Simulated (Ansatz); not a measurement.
# C2H9InOS: small, medium and large basis sets

How large a basis does C2H9InOS need? Two functionals are run in growing sets.

Computed with Ansatz 0.2.0, Gaussian basis. Level: one geometry, several basis sets.

The runs, in order: PBE0-D4/def2-SVP; ωB97M-V/def2-SVP; PBE0-D4/def2-QZVPP; ωB97M-V/def2-QZVPP; the functionals' def2-TZVPP values are taken from earlier runs.

### Step 1. Structure used throughout

The geometry comes from an earlier relaxation with PBE0-D4 in a triple-zeta def2 set; it is a stationary point, not always the lowest conformer. In takes the def2 core potential; no spin-orbit term is included.

14 atoms, charge 0, spin multiplicity 1.

Atoms are counted from 1 here; the program's logs count them from 0.

Bond lengths: C1–In2 2.144 Å, C1–H6 1.091 Å, C1–H7 1.091 Å, C1–H8 1.090 Å, In2–C3 2.149 Å, In2–O4 2.445 Å, In2–S5 2.475 Å, C3–H9 1.091 Å, C3–H10 1.091 Å, C3–H11 1.091 Å, O4–H12 0.962 Å, O4–H13 0.976 Å, S5–H14 1.343 Å. Angles: In2–C1–H6 110.0°, In2–C1–H7 109.1°, In2–C1–H8 111.4°, H6–C1–H7 108.6°, H6–C1–H8 108.8°, H7–C1–H8 109.0°, C1–In2–C3 133.9°, C1–In2–O4 100.8°, C1–In2–S5 113.4°, C3–In2–O4 98.1°, C3–In2–S5 111.0°, O4–In2–S5 80.1°, In2–C3–H9 110.1°, In2–C3–H10 110.9°, In2–C3–H11 110.2°, H9–C3–H10 108.1°, H9–C3–H11 108.2°, H10–C3–H11 109.2° and more.

As a file:

| atom | x (Å) | y (Å) | z (Å) |
| --- | --- | --- | --- |
| C1 | -0.1096 | 2.1871 | 0.1974 |
| In2 | 0.3524 | 0.0944 | 0.1422 |
| C3 | 0.4592 | -1.4484 | 1.6340 |
| O4 | -1.5649 | -0.7654 | -1.1082 |
| S5 | 1.4852 | -0.6074 | -1.9430 |
| H6 | 0.8111 | 2.7726 | 0.1882 |
| H7 | -0.6958 | 2.4461 | -0.6854 |
| H8 | -0.6802 | 2.4447 | 1.0903 |
| H9 | 1.3175 | -1.2810 | 2.2871 |
| H10 | -0.4407 | -1.4555 | 2.2516 |
| H11 | 0.5763 | -2.4237 | 1.1598 |
| H12 | -1.9506 | -1.5962 | -0.8136 |
| H13 | -0.9484 | -0.9871 | -1.8317 |
| H14 | 1.3756 | 0.5906 | -2.5396 |

### Step 2. PBE0-D4 in def2-SVP

Contents of in.yaml:

```yaml
crystal:
  periodic: [false, false, false]
  atoms:
    - {symbol: C, position_ang: [-0.109641, 2.187088, 0.197377]}
    - {symbol: In, position_ang: [0.352367, 0.094413, 0.142174]}
    - {symbol: C, position_ang: [0.459217, -1.448353, 1.634029]}
    - {symbol: O, position_ang: [-1.564900, -0.765371, -1.108194]}
    - {symbol: S, position_ang: [1.485177, -0.607440, -1.942989]}
    - {symbol: H, position_ang: [0.811112, 2.772606, 0.188178]}
    - {symbol: H, position_ang: [-0.695807, 2.446093, -0.685376]}
    - {symbol: H, position_ang: [-0.680167, 2.444693, 1.090251]}
    - {symbol: H, position_ang: [1.317492, -1.280956, 2.287061]}
    - {symbol: H, position_ang: [-0.440690, -1.455485, 2.251554]}
    - {symbol: H, position_ang: [0.576342, -2.423675, 1.159801]}
    - {symbol: H, position_ang: [-1.950579, -1.596174, -0.813611]}
    - {symbol: H, position_ang: [-0.948398, -0.987130, -1.831741]}
    - {symbol: H, position_ang: [1.375576, 0.590591, -2.539613]}
basis:
  gaussian: {orbitals: def2-SVP}
hamiltonian: {xc: pbe0, dispersion: d4}
output: {orbitals: {seedname: orbitals}}
```

On the command line:

```console
> ansatz run in.yaml --threads 4 --pin off --events-out ev --progress --plain --max-ram 11315MiB
```

Further steps of the session: ωB97M-V in def2-SVP; PBE0-D4 in def2-QZVPP; ωB97M-V in def2-QZVPP.

Q: Predict the results of all the runs planned. Wanted: PBE0-D4: double and triple zeta above quadruple; ωB97M-V: double and triple zeta above quadruple.

**Answer**, as computed:

| quantity | value |
| --- | --- |
| PBE0-D4: double and triple zeta above quadruple | 9.71, 0.63 eV |
| ωB97M-V: double and triple zeta above quadruple | 9.92, 0.61 eV |

What this shows: PBE0-D4 gains 9.09 eV from double to triple zeta, then 0.63 eV more. These are total energies; as a rule much of such shifts cancels in differences, which this series doesn't test. The LUMO of ωB97M-V is positive and keeps falling with the basis (1.78 to 0.70 eV): an unbound level that the basis holds in place.
